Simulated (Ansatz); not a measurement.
# WSb (NiAs type): equation of state

One table from this session's results is given with a row withheld; the runs are named, their logs left out.

Program: Ansatz 0.2.0. Level of theory: DFT PBE, scalar-relativistic, plane waves, PAW. These are calculated values, not measurements.

1 further run of the same task is left out (set aside as unsound or not needed). Runs told in other sessions of the task aren't counted.

## The starting structure

It takes space group P6_3/mmc (No. 194, hexagonal). The conventional cell has a = 4.400 Å, b = 4.400 Å, c = 5.210 Å, α = 90.00°, β = 90.00°, γ = 120.00°. Around W (site symmetry -3m) lie 2 W at 2.61 Å and 6 Sb at 2.85 Å. Around Sb (site symmetry -6m2) lie 6 W at 2.85 Å.

Structure file:

```cif
data_structure
_symmetry_space_group_name_H-M 'P6_3/mmc'
_symmetry_Int_Tables_number 194
_cell_length_a 4.4002
_cell_length_b 4.4002
_cell_length_c 5.2102
_cell_angle_alpha 90.000
_cell_angle_beta 90.000
_cell_angle_gamma 120.000
_cell_volume 87.36
loop_
_atom_site_label
_atom_site_type_symbol
_atom_site_symmetry_multiplicity
_atom_site_Wyckoff_symbol
_atom_site_fract_x
_atom_site_fract_y
_atom_site_fract_z
_atom_site_occupancy
W1 W 2 a 0.00000 0.00000 0.00000 1
Sb1 Sb 2 c 0.33333 0.66667 0.25000 1
```

An earlier run at PBE left this cell at 21.841 Å³/atom and 0.00 GPa (10×10×6 mesh).

Volume factors to run: 0.980, 1.020, 0.960, 1.040, 1.070, 1.100, 0.945.

Set-up of the first run:

The input, input.yaml:

```yaml
crystal:
  lattice:
    - [4.3706931396, 0.0, 0.0]
    - [-2.1853465698, 3.785131291, 0.0]
    - [0.0, 0.0, 5.1752527788]
  atoms:
    - { symbol: W, position: [0.0, 0.0, 0.0] }
    - { symbol: W, position: [0.0, 0.0, 0.5] }
    - { symbol: Sb, position: [0.3333333333, 0.6666666667, 0.25] }
    - { symbol: Sb, position: [0.6666666667, 0.3333333333, 0.75] }
basis:
  ecutwfc: 420
  ecutrho_ratio: 4
kpoints:
  mp_grid: { grid: [10, 10, 6] }
hamiltonian:
  xc: pbe
scf:
  occupations: { method: gaussian, width: 0.05 }
output:
  forces: true
  stress: true
  eigenvalues: true
relax:
  f_tol: 0.01
  max_steps: 40
  cell: { stress_tol: 0.1, fix: [volume] }
```

Launch:

```console
ansatz run input.yaml --threads 2 --pin off --max-ram 2662MiB --backend cpu --events-out ev --progress --plain --runs-dir out
```

Steps of the session up to this table: Scaling the volume by 0.980; Scaling the volume by 1.020; Volume × 0.960; At 1.040 of the relaxed volume; At 1.070 of the relaxed volume; Volume × 1.100; Scaling the volume by 0.945.

One table of the session follows, with a row left open; its other results are not shown here.

It belongs to the step «The fit». 

| volume (Å³/atom) | energy (meV/atom) | pressure (GPa) |
| --- | --- | --- |
| 20.640 | 31.71 | 8.85 |
| 20.968 | 16.32 | 6.18 |
| 21.404 | ? | ? |
| 21.841 | 0.00 | 0.00 |
| 22.278 | 3.61 | -2.62 |
| 22.715 | 14.00 | -4.94 |
| 23.370 | 40.49 | -7.90 |
| 24.025 | 77.99 | -10.38 |

Q: Estimate the row for volume (Å³/atom) = 21.404 from the others.

Worked estimate for «energy (meV/atom)». A straight line through the neighbours (20.968, 16.32) and (21.841, 0.00) gives 16.32 + (0.00 − 16.32) × (21.404 − 20.968) / (21.841 − 20.968) = 8.17; a parabola fitted to 4 rows on both sides gives 4.06.

As computed: energy (meV/atom): 3.95; pressure (GPa): 2.92. In «energy (meV/atom)» the line misses by +4.22 and the parabola by +0.11.
